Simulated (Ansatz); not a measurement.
## MnPt2 under changes of volume

One of the cells (15.408 Å³/atom); the others are scaled copies at fixed shape and fractional positions:

```
Pt Mn
1.0
     2.85840    0.00000    0.00000
    -1.42920    2.47545    0.00000
     0.00000    0.00000    6.53250
Pt Mn
2 1
Direct
  0.66667 0.33333 0.31621
  0.33333 0.66667 0.68379
  0.00000 0.00000 0.00000
```

The cell comes from a database or a generator and needn't be the stable form of this composition.

- Program: Ansatz 0.2.0
- Functional: PBEsol
- Potentials or basis: Ansatz PAW
- Cutoff: 420 eV (not typed: the program's choice for these potentials)
- k mesh: 11 × 11 × 4
- Occupations: fermi-dirac, width 0.05 eV
- Spin: collinear spin, ferromagnetic start
- Starting moments: [0.0, 0.0, 4.0] μB

```tsv
volume (Å³/atom)	energy over the lowest point (meV/atom)	pressure (GPa)	moment (μB per cell)	largest force (eV/Å)
14.483	0.00	1.7	4.14	0.143
14.791	0.66	-2.3	4.29	0.104
15.099	8.28	-5.9	4.41	0.065
15.408	?	?	?	?
15.716	42.60	-12.2	4.58	0.013
16.024	68.40	-14.9	4.63	0.051
16.332	99.20	-17.3	4.66	0.089
```

Question: What does the run at 15.408 Å³/atom give?

Answer: Energy over the lowest point 22.38 meV/atom; pressure -9.2 GPa; moment 4.51 μB per cell; largest force 0.026 eV/Å.

Worked out: A Birch-Murnaghan fit of order 3 (a polynomial in V^(-2/3)) to the other rows has its minimum at 14.61 Å³/atom with B0 = V·E''(V) = 181 GPa (rough, since the energies scatter) at fixed shape and positions, which overstates the stiffness. It gives 22.47 meV/atom at 15.408 Å³/atom, against the run's 22.38, and -dE/dV = -9.0 GPa, against -9.2. A parabola through the other rows of the moment, of slope 0.279 μB per Å³/atom there, gives 4.51 μB, against the run's 4.51.

Energies are extrapolated to zero smearing.

Caveats: the PAW data sets come from PBE, with cores solved anew for the run's functional, which leaves a small shift of forces and pressure.
